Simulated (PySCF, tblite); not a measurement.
**C₇H₁₁F₃P+: geometry, infrared bands and NMR shifts**

What infrared bands and NMR shifts should C₇H₁₁F₃P+ (`C=C[PH+](C=C)CCC(F)(F)F`) show?

Computed with tblite 0.8.0 and PySCF 2.14.0, with density-fitted response routines of our own, on a single molecule in the gas phase. Atoms are numbered from 0 throughout.

### Step 1. Starting geometry

22 atoms, charge 1, multiplicity 1; geometry from: force field or distance geometry start.

Bonds of the start (Å): C0–C1 1.35, C1–P2 1.76, P2–C3 1.78, C3–C4 1.34, P2–C5 1.77, C5–C6 1.49, C6–C7 1.51, C7–F8 1.39, C7–F9 1.39, C7–F10 1.40, C0–H11 1.10, C0–H12 1.07, C1–H13 1.10, P2–H14 1.41, C3–H15 1.12, C4–H16 1.10, C4–H17 1.09, C5–H18 1.13, C5–H19 1.13, C6–H20 1.14, C6–H21 1.11.

### Step 2. Relaxing the molecule with GFN2-xTB

The job: settings as JSON, then the geometry in Å.

```
{"job": {"kind": "relax", "xc": "GFN2-xTB", "basis": "xTB"}, "charge": 1, "multiplicity": 1}
C      0.078100    -2.750200    -0.464200
C      0.614000    -1.561200    -0.120100
P     -0.454500    -0.159400    -0.142200
C     -2.058000    -0.686700     0.433900
C     -3.027000    -1.119600    -0.376800
C      0.058700     1.256400     0.784600
C      1.515000     1.579500     0.790200
C      2.024200     1.849900    -0.604000
F      1.378500     2.909800    -1.219000
F      3.364400     2.213600    -0.600100
F      1.824800     0.698100    -1.373600
H     -0.985700    -2.699000    -0.728500
H      0.643700    -3.663900    -0.463300
H      1.671000    -1.508100     0.172300
H     -0.630800     0.245800    -1.483300
H     -2.259000    -0.678400     1.533700
H     -2.797700    -1.118800    -1.457600
H     -3.998100    -1.449900    -0.006800
H     -0.516500     2.145000     0.396800
H     -0.235900     1.128600     1.866300
H      1.639000     2.561100     1.348600
H      2.141500     0.826600     1.311600
```

Launch:

```console
OMP_NUM_THREADS=1 python probes_run.py task.json out
```

The driver reads the jobs from task.json and runs them one after another.

**Question.** This job is followed by: GFN2-xTB harmonic vibrations, gas phase; GIAO PBE0/pcSseg-1 NMR shielding, non-relativistic, gas phase. What will the session give for the following? strongest single infrared mode (GFN2-xTB); zero-point energy (GFN2-xTB); 13C shifts against TMS (PBE0/pcSseg-1, means over atoms taken as alike); 1H shifts against TMS (PBE0/pcSseg-1, means over atoms taken as alike); 31P shifts against H3PO4 (PBE0/pcSseg-1); 19F shifts against CFCl3 (PBE0/pcSseg-1, means over atoms taken as alike).

The runs gave:

| quantity | value |
| --- | --- |
| strongest single infrared mode (GFN2-xTB) | 1106 cm⁻¹, 196 km/mol |
| zero-point energy (GFN2-xTB) | 101.4 kcal/mol |
| 13C shifts against TMS (PBE0/pcSseg-1, means over atoms taken as alike) | 161.8, 134.8, 118.7, 32.4, 24.3 ppm |
| 1H shifts against TMS (PBE0/pcSseg-1, means over atoms taken as alike) | 7.63, 7.23, 6.64, 6.46, 2.91, 2.74 ppm |
| 31P shifts against H3PO4 (PBE0/pcSseg-1) | -4.5 ppm |
| 19F shifts against CFCl3 (PBE0/pcSseg-1, means over atoms taken as alike) | -76.4 ppm |

**Reading.** The optimisation took 117 steps and gained 0.653 eV; among the close pairs (by a distance rule), C7–F9 changed most, from 1.389 to 1.317 Å. All 60 modes are real, so the xTB geometry is a minimum. The strongest single mode, at 1106 cm⁻¹, is carried by C7, C6, C5, H18. Unscaled tight-binding wavenumbers are off by several per cent, some by more. Its intensities can rank the bands wrongly. At PBE0/pcSseg-1: The largest span, 275 ppm, is at C0, C4, where the paramagnetic term is -229 ppm.
